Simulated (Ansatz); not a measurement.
The system is CoCl2O2.

```xyz
5
Lattice="3.5809 -3.9270 0.0000 3.5809 3.9270 0.0000 -0.4204 0.0000 3.4576" Properties=species:S:1:pos:R:3 pbc="T T T"
Co    0.0000    0.0000    0.0000
Cl    5.3026    0.0000    1.4797
Cl    1.4388    0.0000    1.9780
O     3.5809   -2.2921    0.0000
O     3.5809    2.2921    0.0000
```

The cell comes from a database or a generator and needn't be the stable form of this composition.

Alike in all runs: program Ansatz 0.2.0; functional PBE; potentials or basis Ansatz PAW; cutoff 420 eV (not typed: the program's choice for these potentials); k mesh 4 × 4 × 7; occupations fermi-dirac, width 0.05 eV.

Question: Only the start or the spin constraint differs. Which run ends lowest in energy?
A. collinear spin, ferromagnetic start of up to 2.5 μB; fixed moment 2.5
B. collinear spin, ferromagnetic start of up to 1.5 μB; fixed moment 1.5
C. collinear spin, ferromagnetic start of up to 1 μB; fixed moment 1
D. collinear spin, ferromagnetic start of up to 2 μB; fixed moment 2
E. collinear spin, ferromagnetic start of up to 0.5 μB; fixed moment 0.5
F. collinear spin, program default start; fixed moment 0

Answer: C.

| start | free energy over the lowest (meV/atom) | net moment (μB) | site or absolute moments (μB) | gap |
| --- | --- | --- | --- | --- |
| collinear spin, program default start; fixed moment 0 | 20.3 | 0.00 | - | - |
| collinear spin, ferromagnetic start of up to 0.5 μB; fixed moment 0.5 | 9.9 | 0.50 | Co +0.46; Cl +0.08; O -0.09 | - |
| collinear spin, ferromagnetic start of up to 1 μB; fixed moment 1 | 0.0 | 1.00 | Co +0.74; Cl +0.06; O +0.00 | - |
| collinear spin, ferromagnetic start of up to 1.5 μB; fixed moment 1.5 | 22.6 | 1.50 | Co +0.85; Cl +0.13; O +0.09 | - |
| collinear spin, ferromagnetic start of up to 4 μB; fixed moment 4 | 95.8 | 4.00 | Co +1.34; Cl +0.22; O +0.75 | - |
| collinear spin, ferromagnetic start of up to 2 μB; fixed moment 2 | 43.0 | 2.00 | Co +0.93; Cl +0.15; O +0.22 | - |
| collinear spin, ferromagnetic start of up to 3 μB; fixed moment 3 | 68.5 | 3.00 | Co +1.15; Cl +0.21; O +0.45 | - |
| collinear spin, ferromagnetic start of up to 2.5 μB; fixed moment 2.5 | 54.8 | 2.50 | Co +1.01; Cl +0.16; O +0.37 | - |

All polarised runs hold their moment fixed, so the table maps the energy against it. A still lower state may exist.

Caveats: the total moment is fixed, so each spin has its own Fermi level; a cell with one magnetic atom can't hold antiferromagnetic order, which such compounds often take (some runs); forces of over 1 eV/Å show positions far from the minimum, so gaps and moduli don't describe the material at rest (some runs).
